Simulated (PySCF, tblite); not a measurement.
# Ge₃₂H₁₆: electronic excitations

Wanted: electronic excitations for Ge₃₂H₁₆.

Programs: tblite 0.8.0 and PySCF 2.14.0, with routines of our own; each step states its level. All values are computed. Atoms count from 0.

## (1) The starting structure

48 atoms, charge 0, multiplicity 1; geometry from: force field, distance geometry or constructed start.

## (2) Geometry optimisation with GFN1-xTB

The job: settings as JSON, then the geometry in Å.

```
{"job": {"kind": "relax", "xc": "GFN1-xTB", "basis": "xTB"}, "charge": 0, "multiplicity": 1}
Ge     7.086500     3.264200    -0.341600
Ge     5.067100     4.429900     0.333100
Ge     3.064100     3.263700    -0.339000
Ge     3.058200     0.947900     0.333800
Ge     5.069300    -0.218900    -0.336600
Ge     7.078300     0.943000     0.337400
Ge     1.047700    -0.216000    -0.343300
Ge     1.051000    -2.537500     0.341500
Ge     3.061600    -3.703600    -0.340400
Ge     5.067500    -2.541000     0.341600
Ge     1.045500     4.426100     0.337900
Ge    -0.966300     3.264000    -0.340000
Ge    -0.967200     0.944200     0.345000
Ge    -2.972900     4.426700     0.337300
Ge    -4.988700     3.271100    -0.339800
Ge    -4.988400     0.944100     0.346300
Ge    -2.974700    -0.215800    -0.339100
Ge     7.080500    -3.704900    -0.341000
Ge     3.058300    -6.022200     0.342500
Ge     5.073100    -7.184300    -0.337300
Ge     7.079300    -6.020200     0.341500
Ge    -2.976000    -2.538700     0.339800
Ge    -0.960400    -3.696900    -0.333400
Ge    -7.002000    -0.222000    -0.341500
Ge    -6.997300    -2.537600     0.340900
Ge    -4.992600    -3.702400    -0.337500
Ge    -2.974400     6.752100    -0.340700
Ge    -4.987100     7.911600     0.341200
Ge    -6.997200     6.750200    -0.342000
Ge    -6.996700     4.427700     0.343400
Ge    -0.960200    -6.023400     0.338900
Ge     1.045700    -7.183900    -0.339800
H      8.352200     4.000300     0.088000
H      5.072400     5.894300    -0.086200
H      8.354400     0.211100    -0.093200
H      1.048100     5.897800    -0.092800
H      8.352400    -2.967200     0.085800
H      5.071200    -8.651100     0.087300
H      8.354300    -6.762100    -0.090000
H     -8.274200     0.519800     0.091100
H     -8.269500    -3.276700    -0.086100
H     -4.980600    -5.175400     0.093600
H     -1.698600     7.484900     0.086300
H     -4.983900     9.378900    -0.091700
H     -8.273100     7.485600     0.092300
H     -8.271300     3.694700    -0.093300
H     -2.233000    -6.758100    -0.090500
H      1.047300    -8.651000     0.092200
```

Launch:

```bash
> OMP_NUM_THREADS=8 python large_run.py task.json out
```

The driver reads the jobs from task.json and runs them one after another.

Log:

```text
step      E/eV     max force
  0   -1696.54871    0.912
  1   -1696.77662    0.727
  2   -1697.47644    1.144
  3   -1697.58665    0.467
  4   -1697.70105    0.243
  5   -1697.76073    0.435
  6   -1697.80508    0.418
  7   -1697.87624    0.301
  8   -1697.92426    0.286
  9   -1697.95543    0.262
 10   -1697.97521    0.185
 11   -1697.99082    0.151
 12   -1698.00210    0.126
 13   -1698.00859    0.126
 14   -1698.01224    0.087
 15   -1698.01537    0.074
 16   -1698.01824    0.067
 17   -1698.02079    0.095
 18   -1698.02309    0.104
 19   -1698.02548    0.087
 20   -1698.02801    0.096
 21   -1698.03055    0.107
 22   -1698.03301    0.097
 23   -1698.03511    0.066
 24   -1698.03646    0.055
 25   -1698.03717    0.048
 26   -1698.03755    0.033
 27   -1698.03781    0.024
 28   -1698.03805    0.029
 29   -1698.03829    0.035
 30   -1698.03856    0.029
 31   -1698.03886    0.030
 32   -1698.03917    0.033
 33   -1698.03946    0.037
 34   -1698.03970    0.031
 35   -1698.03985    0.017
```

It took 5.9 s on 8 threads of Arm Neoverse V2, shared host; peak memory 0.17 GiB.

Relaxation path:

| step | energy from step 0 (eV) | largest force (eV/Å) |
| --- | --- | --- |
| 0 | 0.0000 | 0.9117 |
| 1 | -0.2279 | 0.7271 |
| 2 | -0.9277 | 1.1440 |
| 3 | -1.0379 | 0.4669 |
| 4 | -1.1523 | 0.2428 |
| 5 | -1.2120 | 0.4348 |
| 6 | -1.2564 | 0.4184 |
| 7 | -1.3275 | 0.3007 |
| 8 | -1.3755 | 0.2859 |
| 10 | -1.4265 | 0.1851 |
| 12 | -1.4534 | 0.1261 |
| 14 | -1.4635 | 0.0868 |
| 16 | -1.4695 | 0.0672 |
| 18 | -1.4744 | 0.1032 |
| 20 | -1.4793 | 0.0957 |
| 22 | -1.4843 | 0.0968 |
| 24 | -1.4878 | 0.0544 |
| 26 | -1.4888 | 0.0329 |
| 28 | -1.4893 | 0.0291 |
| 31 | -1.4902 | 0.0306 |
| 32 | -1.4905 | 0.0333 |
| 33 | -1.4907 | 0.0372 |
| 34 | -1.4910 | 0.0305 |
| 35 | -1.4911 | 0.0166 |

Close pairs (by a distance rule), those that changed most:

| bond | before (Å) | after (Å) | change (Å) |
| --- | --- | --- | --- |
| Ge0–Ge1 | 2.427 | 2.324 | -0.103 |
| Ge30–Ge31 | 2.415 | 2.312 | -0.103 |
| Ge10–Ge11 | 2.420 | 2.324 | -0.096 |
| Ge28–Ge29 | 2.422 | 2.327 | -0.094 |
| Ge26–Ge27 | 2.421 | 2.327 | -0.094 |
| Ge19–Ge20 | 2.417 | 2.325 | -0.092 |
| Ge24–Ge25 | 2.416 | 2.325 | -0.091 |
| Ge0–Ge5 | 2.418 | 2.330 | -0.089 |

The final coordinates are the input of the step that follows.

## (3) Harmonic vibrations with GFN1-xTB

The job: settings as JSON, then the geometry in Å.

```
{"job": {"kind": "ir", "xc": "GFN1-xTB", "basis": "xTB"}, "charge": 0, "multiplicity": 1}
Ge     6.963876     3.214539    -0.406457
Ge     5.061175     4.301802     0.367285
Ge     3.062835     3.262806    -0.307056
Ge     3.050501     0.949602     0.217710
Ge     5.042443    -0.226171    -0.270849
Ge     6.930809     1.008491     0.342219
Ge     1.050414    -0.215866    -0.222421
Ge     1.045592    -2.537617     0.221285
Ge     3.054555    -3.706129    -0.205492
Ge     5.048610    -2.534562     0.279390
Ge     1.036093     4.254933     0.309455
Ge    -0.977819     3.254339    -0.276548
Ge    -0.956655     0.941399     0.218263
Ge    -2.972617     4.422454     0.267065
Ge    -4.962601     3.263222    -0.258135
Ge    -4.962099     0.949831     0.271046
Ge    -2.962436    -0.217431    -0.215255
Ge     6.937747    -3.765796    -0.345410
Ge     3.049272    -6.026897     0.303497
Ge     5.064357    -7.044080    -0.347481
Ge     6.983262    -5.969571     0.406733
Ge    -2.952413    -2.533693     0.265064
Ge    -0.953622    -3.683394    -0.271662
Ge    -6.851158    -0.283985    -0.345687
Ge    -6.880650    -2.484222     0.416405
Ge    -4.967620    -3.560749    -0.348570
Ge    -3.091443     6.682521    -0.347349
Ge    -4.992882     7.796261     0.399272
Ge    -6.891637     6.700075    -0.400192
Ge    -6.867693     4.494141     0.341055
Ge    -0.844398    -5.940020     0.367652
Ge     1.043513    -7.042910    -0.384297
H      8.200660     3.896096     0.136199
H      4.999494     5.736183    -0.105053
H      8.163207     0.253146    -0.098916
H      1.044212     5.713118    -0.084772
H      8.167863    -3.001164     0.087047
H      5.006684    -8.483973     0.109039
H      8.213583    -6.655708    -0.145480
H     -8.077236     0.479467     0.101090
H     -8.100370    -3.185420    -0.139099
H     -4.912336    -5.004721     0.094049
H     -1.817309     7.366195     0.093629
H     -4.934257     9.212598    -0.125812
H     -8.148492     7.353184     0.129892
H     -8.095300     3.730510    -0.101967
H     -2.102222    -6.638102    -0.096985
H      1.054249    -8.472288     0.108451
```

Log:

```text
mode    cm-1     km/mol
  1       4.4      0.13
  2       6.8      0.17
  3       9.4      0.28
  4      11.8      0.49
  5      13.6      0.12
  6      19.3      0.21
  7      21.4      0.22
  8      21.9      0.07
  9      26.5      0.47
 10      31.5      0.21
 11      32.0      0.07
 12      34.0      1.45
 13      36.4      0.20
 14      37.2      0.06
 15      38.7      3.04
 16      40.6      1.93
 17      40.7      3.13
 18      43.6      0.14
 19      48.2      0.86
 20      49.1      1.52
 21      51.2      0.29
 22      52.3      2.23
 23      53.7      1.40
 24      54.5      0.67
 25      56.2      0.14
 26      56.8      0.28
 27      57.5      6.39
 28      59.0      0.12
 29      60.1      0.56
 30      60.3      0.64
 31      62.4      3.24
 32      65.6      0.47
 33      66.7      5.60
 34      68.1      0.24
 35      69.8      0.05
 36      70.3      1.37
 37      71.5      7.04
 38      73.3      0.76
 39      74.7      3.27
 40      76.9     10.10
 41      78.4      1.11
 42      80.5      2.82
 43      81.9      2.43
 44      83.5      3.67
 45      86.9      1.35
 46      89.1      0.30
 47      92.2      0.21
 48      93.6      1.80
 49      95.3      0.85
 50      95.9      0.98
 51     142.5      0.30
 52     160.6      1.44
 53     175.9      9.24
 54     183.4      0.93
 55     196.6      2.27
 56     208.0      2.12
 57     209.1      2.00
 58     211.3      0.94
 59     230.4     15.44
 60     242.6      0.46
 61     246.9      0.14
 62     249.9      1.02
 63     254.6      2.02
 64     256.2      1.44
 65     257.2      0.26
 66     265.5      0.56
 67     271.0      0.40
 68     277.8      7.66
 69     279.0      3.35
 70     282.9      2.52
 71     283.3      2.39
 72     287.4      8.82
 73     288.4     25.79
 74     292.1      4.37
 75     293.1     13.60
 76     298.4      0.35
 77     300.7      0.11
 78     300.9      0.14
 79     303.3      0.06
 80     306.0      0.37
 81     309.4      2.97
 82     311.0      0.38
 83     312.2     13.15
 84     316.7      3.20
 85     321.0     22.43
 86     322.3     16.42
 87     322.5      3.43
 88     323.7      0.62
 89     327.6      4.70
 90     328.0     20.36
 91     332.3     47.32
 92     336.2     28.11
 93     339.4      0.68
 94     340.5     33.27
 95     344.2     43.14
 96     349.5     69.98
 97     358.4     22.16
 98     360.8     38.60
 99     362.0     12.45
100     364.9      3.64
101     373.5      8.19
102     396.5     77.53
103     411.0     88.92
104     412.3     70.34
105     414.9     19.32
106     437.2      8.67
107     523.1     31.12
108     529.0     24.35
109     529.7    106.76
110     535.8     41.53
111     539.0     13.50
112     542.5     19.33
113     547.7      9.06
114     549.5    128.10
115     558.1     94.60
116     563.3     89.88
117     567.0     65.68
118     586.5    112.68
119     596.4     95.21
120     599.8    180.75
121     603.5    339.99
122     605.6    185.75
123    1935.6    856.49
124    1936.5    119.30
125    1936.6    440.20
126    1938.7    138.94
127    1940.0    532.40
128    1940.1    225.94
129    1942.9    779.80
130    1943.3    152.56
131    1945.9    401.95
132    1947.5    671.13
133    1948.1   1509.51
134    1949.7    222.52
135    1957.5    438.91
136    1958.5   2125.78
137    1962.1    330.66
138    1967.5    243.78
```

It took 39 s on 8 threads of Arm Neoverse V2, shared host; peak memory 0.16 GiB.

Which atoms move in the most intense modes:

| cm⁻¹ | km/mol | atoms |
| --- | --- | --- |
| 1936 | 856.5 | H46 54 %, H47 27 % |
| 1937 | 440.2 | H39 42 %, H45 29 %, H40 21 % |
| 1940 | 532.4 | H42 47 %, H35 40 % |
| 1943 | 779.8 | H36 25 %, H37 24 % |
| 1948 | 671.1 | H34 30 %, H33 24 %, H37 14 % |
| 1948 | 1509.5 | H44 37 %, H43 24 %, H45 13 % |
| 1958 | 438.9 | H37 21 %, H41 17 %, H40 16 %, H39 11 % |
| 1958 | 2125.8 | H41 17 %, H33 17 %, H40 14 %, H37 11 % |

## (4) Electronic excitations: TDDFT PBE/def2-SVP

Settings changed since step 3:

```diff
@@ -1,2 +1,2 @@
-{"job": {"kind": "ir", "xc": "GFN1-xTB", "basis": "xTB"}, "charge": 0, "multiplicity": 1}
+{"job": {"kind": "uv", "basis": "def2-SVP", "grid": 1, "kgrid": 0, "vcut": null, "nstates": 6, "ntriplets": 2, "tda": false, "delta": ["ip_vertical"], "pop": true, "xc": "PBE"}, "charge": 0, "multiplicity": 1}
 Ge     6.963876     3.214539    -0.406457
```

Method: TDDFT PBE/def2-SVP, vertical, gas phase, core orbitals frozen in the response.

Log:

```text
start: PBE on a coarse grid of 263695 points
cycle   1  E = -66455.4123058755  dE = -1.431e+01  |g| = 2.434e+00  |ddm| = 8.976e+00
cycle   2  E = -66455.1495373679  dE =  2.628e-01  |g| = 2.888e+00  |ddm| = 2.581e+00
cycle   3  E = -66455.7865210850  dE = -6.370e-01  |g| = 5.156e-01  |ddm| = 2.229e+00
cycle   4  E = -66455.9105774494  dE = -1.241e-01  |g| = 1.394e-01  |ddm| = 1.206e+00
cycle   5  E = -66455.9172049093  dE = -6.627e-03  |g| = 8.078e-02  |ddm| = 4.232e-01
cycle   6  E = -66455.9189212940  dE = -1.716e-03  |g| = 5.362e-02  |ddm| = 2.733e-01
cycle   7  E = -66455.9202091086  dE = -1.288e-03  |g| = 2.532e-02  |ddm| = 1.676e-01
cycle   8  E = -66455.9204941683  dE = -2.851e-04  |g| = 1.085e-02  |ddm| = 7.409e-02
cycle   9  E = -66455.9205628157  dE = -6.865e-05  |g| = 5.369e-03  |ddm| = 2.876e-02
final grid: 263695 points
cycle  10  E = -66455.9202886828  dE =  2.741e-04  |g| = 2.285e-02  |ddm| = 5.576e-02
cycle  11  E = -66455.9143076910  dE =  5.981e-03  |g| = 1.080e-01  |ddm| = 2.694e-01
cycle  12  E = -66455.9204496849  dE = -6.142e-03  |g| = 1.423e-02  |ddm| = 2.395e-01
cycle  13  E = -66455.9205613641  dE = -1.117e-04  |g| = 3.227e-03  |ddm| = 3.753e-02
cycle  14  E = -66455.9205627634  dE = -1.399e-06  |g| = 7.138e-04  |ddm| = 8.594e-03
cycle  15  E = -66455.9205687106  dE = -5.947e-06  |g| = 7.102e-04  |ddm| = 2.831e-03
cycle  16  E = -66455.9205782255  dE = -9.515e-06  |g| = 2.724e-04  |ddm| = 1.785e-03
cycle  17  E = -66455.9205683984  dE =  9.827e-06  |g| = 1.072e-04  |ddm| = 5.937e-04
cycle  18  E = -66455.9205694221  dE = -1.024e-06  |g| = 3.977e-05  |ddm| = 2.683e-04
converged SCF energy = -66455.9205694221
Vertical ionisation energy (delta-SCF) = 5.8208 eV   <S^2> = 0.762

Static polarisability (au): isotropic 1796.478, principal 523.114 2030.612 2835.707

Singlet excitations
state   eV       nm        f      main configurations
  1   0.9229   1343.4   0.06320   H->L 0.91
  2   1.0713   1157.3   0.00033   H->L+1 0.59, H-1->L 0.32
  3   1.1050   1122.0   0.00008   H->L+2 0.55, H-1->L 0.17, H->L+1 0.15
  4   1.2025   1031.1   0.00356   H->L+3 0.53, H-2->L 0.27, H-3->L 0.12
  5   1.2650    980.1   0.00593   H-2->L 0.47, H->L+3 0.18, H->L+1 0.09
  6   1.3063    949.1   0.06549   H-3->L 0.54, H->L+2 0.16, H-1->L 0.15

Triplet excitations (Tamm-Dancoff, eV): 0.5904 0.9582
```

It took 1.8 min on 8 threads of Arm Neoverse V2, shared host; peak memory 4.3 GiB.

The orbitals next to the gap, with their largest atomic shares:

| orbital | eV | atoms |
| --- | --- | --- |
| HOMO−4 | -5.45 | Ge7 16 %, Ge8 12 %, Ge4 11 % |
| HOMO−3 | -5.32 | Ge26 8 %, Ge20 8 %, Ge8 7 % |
| HOMO−2 | -5.23 | Ge29 10 %, Ge15 9 %, Ge27 8 % |
| HOMO−1 | -5.14 | Ge21 10 %, Ge23 7 %, Ge30 6 % |
| HOMO | -4.77 | Ge10 12 %, Ge5 8 %, Ge1 8 % |
| LUMO | -4.08 | Ge1 10 %, Ge10 10 %, Ge19 8 % |
| LUMO+1 | -3.74 | Ge23 10 %, Ge25 10 %, Ge27 9 % |
| LUMO+2 | -3.69 | Ge26 10 %, Ge29 9 %, Ge28 9 % |
| LUMO+3 | -3.59 | Ge20 12 %, Ge16 7 %, Ge19 7 % |

With each of the 6 states as a Gaussian band of 0.4 eV half-width at 1/e, the curve within the window shown has maxima at 1091 nm (ε 4,500) L/(mol cm). Beyond the last state computed it falls off for lack of states. The curve at chosen wavelengths:

(nm, ε (L/mol/cm)): (772, 1820), (801, 2280), (830, 2724), (859, 3131), (888, 3489), (918, 3799), (947, 4041), (976, 4226), (1005, 4361), (1034, 4449), (1063, 4498), (1092, 4512), (1121, 4496), (1151, 4455), (1180, 4395), (1209, 4319), (1238, 4230), (1267, 4130), (1296, 4023), (1325, 3910), (1354, 3793), (1384, 3669), (1413, 3548), (1442, 3427), (1471, 3307), (1500, 3188)

Further results of this job:

| property | computed |
| --- | --- |
| dipole moment (D) | 0.27 |
| polarisability (Å³) | 266.21 |
| HOMO–LUMO gap (eV) | 0.70 |
| −ε(HOMO) (eV) | 4.77 |

## (5) What came out

| quantity | value |
| --- | --- |
| strongest single infrared mode (GFN1-xTB) | 1958 cm⁻¹, 2126 km/mol |
| zero-point energy (GFN1-xTB) | 85.1 kcal/mol |
| lowest singlet (PBE/def2-SVP) | 0.92 eV (1343 nm), f = 0.063 |
| brightest single state of those computed | state 6, 1.31 eV, f = 0.065 |
| lowest triplet | 0.59 eV |

**Reading.** No mode is imaginary among the 138: a minimum at this level. Unscaled tight-binding wavenumbers are off by several per cent, some by more. Its intensities can rank the bands wrongly. The first singlet state (HOMO→LUMO 0.91) lies at 0.92 eV and is bright; of the 6 states computed, the strongest absorption comes from state 6 at 1.31 eV (the last computed, so partners may be missing). The lowest triplet lies 0.33 eV below the lowest singlet (triplets in Tamm-Dancoff, singlets in full TDDFT).
